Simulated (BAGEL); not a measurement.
# SiCl3F (trichlorofluorosilane) at HF/STO-3G (density fitting with cc-pvqz-jkfit)

What is the energy change on altering one bond length of SiCl3F (trichlorofluorosilane) at HF/STO-3G (density fitting with cc-pvqz-jkfit)? 

Program for the calculation: BAGEL 1.2.2.

1 further run of the same task is left out (set aside as unsound or not needed).

## 1. Starting point

The species is SiCl3F (5 atoms), meant as a singlet with charge 0. As SMILES, `F[Si](Cl)(Cl)Cl`. The shape is that of a PBE0-D4/def2-TZVP optimisation.

Bond lengths: F1–Si2 1.575 Å, Si2–Cl3 2.014 Å, Si2–Cl4 2.014 Å, Si2–Cl5 2.014 Å. Angles: F1–Si2–Cl3 108.4°, F1–Si2–Cl4 108.4°, F1–Si2–Cl5 108.4°, Cl3–Si2–Cl4 110.6°, Cl3–Si2–Cl5 110.6°, Cl4–Si2–Cl5 110.6°.

## 2. The energy at HF/STO-3G (density fitting with cc-pvqz-jkfit)

The input, input.json:

```json
{ "bagel": [

{
  "title": "molecule",
  "basis": "sto-3g",
  "df_basis": "cc-pvqz-jkfit",
  "angstrom": true,
  "geometry": [
    { "atom": "F", "xyz": [    0.865040,   -0.916770,    1.050170 ] },
    { "atom": "Si", "xyz": [    0.034630,   -0.036690,    0.042040 ] },
    { "atom": "Cl", "xyz": [   -1.606480,    0.640470,    0.993830 ] },
    { "atom": "Cl", "xyz": [   -0.482630,   -1.187850,   -1.527970 ] },
    { "atom": "Cl", "xyz": [    1.189430,    1.500840,   -0.558060 ] }
  ]
},
{
  "title": "hf"
},
{
  "title": "print",
  "file": "orbitals.molden",
  "orbitals": true
}

]}
```

Command:

```console
$ BAGEL_NUM_THREADS=1 BAGEL input.json > input.out
```

Standard output:

```text
* using 1 threads per process

  ===============================================================
  ===============================================================

  *** Geometry ***

  { "atom" : "F", "xyz" : [      1.634689,     -1.732444,      1.984534 ] },
  { "atom" : "Si", "xyz" : [      0.065441,     -0.069334,      0.079444 ] },
  { "atom" : "Cl", "xyz" : [     -3.035807,      1.210313,      1.878067 ] },
  { "atom" : "Cl", "xyz" : [     -0.912039,     -2.244711,     -2.887445 ] },
  { "atom" : "Cl", "xyz" : [      2.247697,      2.836177,     -1.054581 ] },

  Number of auxiliary basis functions:      698

  Since a DF basis is specified, we compute 2- and 3-index integrals:
    o Being stored without compression. Storage requirement is 0.009 GB

  Number of basis functions:       41
  Number of electrons      :       74

    * METHOD: MOLECULE                             0.29

  *** RHF ***

  === Nuclear Repulsion ===
   451.5872189602

      * DIIS with orbital gradients will be used.

  === RHF iteration (sto-3g) ===
      0      -1747.40855463          0.01352316           0.05
      1      -1747.55267631          0.00299052           0.05
      2      -1747.55841061          0.00043965           0.05
      3      -1747.55869087          0.00011333           0.05
      4      -1747.55871208          0.00002281           0.05
      5      -1747.55871276          0.00000410           0.05
      6      -1747.55871278          0.00000057           0.05
      7      -1747.55871278          0.00000011           0.05
      8      -1747.55871278          0.00000002           0.05
      9      -1747.55871278          0.00000000           0.05
    * SCF iteration converged.

    * Permanent dipole moment:
           (   -0.239083,     0.253321,    -0.290223) a.u.

    * METHOD: HF                                   0.58

    * METHOD: PRINT                                0.00

  ===============================================================
```

Wall time 1 s (1 thread of Intel Xeon 6975P-C (Granite Rapids), shared host); peak memory 0.1 GiB.

## 3. The distorted shape, same level

The input, input.json:

```json
{ "bagel" : [

{
  "title" : "molecule",
  "basis" : "sto-3g",
  "df_basis" : "cc-pvqz-jkfit",
  "angstrom" : true,
  "geometry" : [
    { "atom" : "F", "xyz" : [    1.485752,    0.464623,    2.934183 ] },
    { "atom" : "Si", "xyz" : [    0.655342,    1.344703,    1.926053 ] },
    { "atom" : "Cl", "xyz" : [   -0.985768,    2.021863,    2.877843 ] },
    { "atom" : "Cl", "xyz" : [   -0.482630,   -1.187850,   -1.527970 ] },
    { "atom" : "Cl", "xyz" : [    1.810142,    2.882233,    1.325953 ] }
  ]
},
{ "title" : "hf" },
{ "title" : "print", "file" : "orbitals.molden", "orbitals" : true }

]}
```

Command:

```console
$ BAGEL_NUM_THREADS=1 BAGEL input.json > input.out
```

Standard output:

```text
* using 1 threads per process

  ===============================================================
  ===============================================================

  *** Geometry ***

  { "atom" : "F", "xyz" : [      2.807664,      0.878010,      5.544802 ] },
  { "atom" : "Si", "xyz" : [      1.238417,      2.541120,      3.639713 ] },
  { "atom" : "Cl", "xyz" : [     -1.862832,      3.820767,      5.438335 ] },
  { "atom" : "Cl", "xyz" : [     -0.912039,     -2.244711,     -2.887445 ] },
  { "atom" : "Cl", "xyz" : [      3.420673,      5.446631,      2.505688 ] },

  Number of auxiliary basis functions:      698

  Since a DF basis is specified, we compute 2- and 3-index integrals:
    o Being stored without compression. Storage requirement is 0.009 GB

  Number of basis functions:       41
  Number of electrons      :       74

    * METHOD: MOLECULE                             0.29

  *** RHF ***

  === Nuclear Repulsion ===
   369.0026546134

      * DIIS with orbital gradients will be used.

  === RHF iteration (sto-3g) ===
      0      -1747.03618788          0.01494002           0.05
      1      -1746.84157702          0.01023369           0.05
      2      -1747.19872413          0.00462306           0.05
      3      -1747.21430778          0.00202487           0.05
      4      -1746.88469284          0.00653898           0.05
      5      -1747.22014924          0.00169297           0.05
      6      -1746.89124133          0.00587949           0.05
      7      -1747.21091732          0.00275091           0.05
      8      -1747.20819107          0.00331353           0.05
      9      -1747.21411463          0.00200053           0.05
     10      -1746.88506500          0.00649251           0.05
     11      -1747.21490588          0.00205193           0.05
     12      -1746.89011896          0.00659603           0.05
     13      -1746.89392653          0.00693163           0.05
     14      -1747.22660479          0.00218637           0.05
     15      -1747.12818783          0.00933971           0.05
     16      -1747.24407263          0.00481789           0.05
     17      -1747.26555018          0.00267441           0.05
     18      -1747.26897609          0.00211453           0.05
     19      -1747.27537131          0.00035952           0.05
     20      -1747.27573230          0.00018076           0.05
     21      -1747.27579486          0.00018190           0.05
     22      -1747.27638661          0.00064105           0.05
     23      -1747.27613180          0.00045276           0.05
     24      -1747.25073521          0.00431905           0.05
     25      -1747.25092840          0.00430725           0.05
     26      -1747.27288151          0.00182406           0.05
     27      -1747.27756917          0.00030119           0.05
     28      -1747.27338243          0.00180071           0.05
     29      -1747.27802276          0.00027753           0.05
     30      -1747.27811183          0.00049650           0.05
     31      -1747.27765432          0.00076005           0.05
     32      -1747.27793739          0.00063505           0.05
     33      -1747.27859580          0.00012022           0.05
     34      -1747.27862207          0.00004942           0.05
     35      -1747.27862581          0.00000620           0.05
     36      -1747.27862601          0.00000268           0.05
     37      -1747.27862608          0.00000101           0.05
     38      -1747.27862612          0.00000070           0.05
     39      -1747.27862612          0.00000062           0.05
     40      -1747.27862613          0.00000058           0.05
     41      -1747.27862615          0.00000038           0.05
     42      -1747.27862616          0.00000016           0.05
     43      -1747.27862616          0.00000005           0.05
     44      -1747.27862616          0.00000002           0.05
     45      -1747.27862616          0.00000001           0.05
     46      -1747.27862616          0.00000000           0.05
    * SCF iteration converged.

    * Permanent dipole moment:
           (   -0.870223,    -1.242562,    -2.256536) a.u.

    * METHOD: HF                                   2.34

    * METHOD: PRINT                                0.00

  ===============================================================
```

Wall time 2.8 s (1 thread of Intel Xeon 6975P-C (Granite Rapids), shared host); peak memory 0.1 GiB.

## 4. Summary of results

Level: HF/STO-3G (density fitting with cc-pvqz-jkfit).

```
                                                           quantity           value
                                          first shape: total energy  -1747.55871 Eh
                                         first shape: dipole moment          1.15 D
                                           first shape: HOMO energy       -11.83 eV
                                           first shape: LUMO energy         5.99 eV
                                         first shape: HOMO–LUMO gap        17.82 eV
                                      distorted shape: total energy  -1747.27863 Eh
                                     distorted shape: dipole moment          6.91 D
                                       distorted shape: HOMO energy        -5.77 eV
                                       distorted shape: LUMO energy        -2.08 eV
                                     distorted shape: HOMO–LUMO gap         3.70 eV
energy change with the Si2–Cl4 bond stretched from 2.014 to 4.432 Å        7.622 eV
```

In words: One bond (distorted shape) is far stretched, which a spin-restricted single reference describes badly; a broken-symmetry solution may lie lower. With the Si2–Cl4 bond stretched from 2.014 to 4.432 Å the energy rises by 7.62 eV (176 kcal/mol). The first shape isn't relaxed at this level, so the change isn't measured from a minimum. A restricted reference can't describe the breaking bond well at this length. The minimal basis adds a large error of its own.
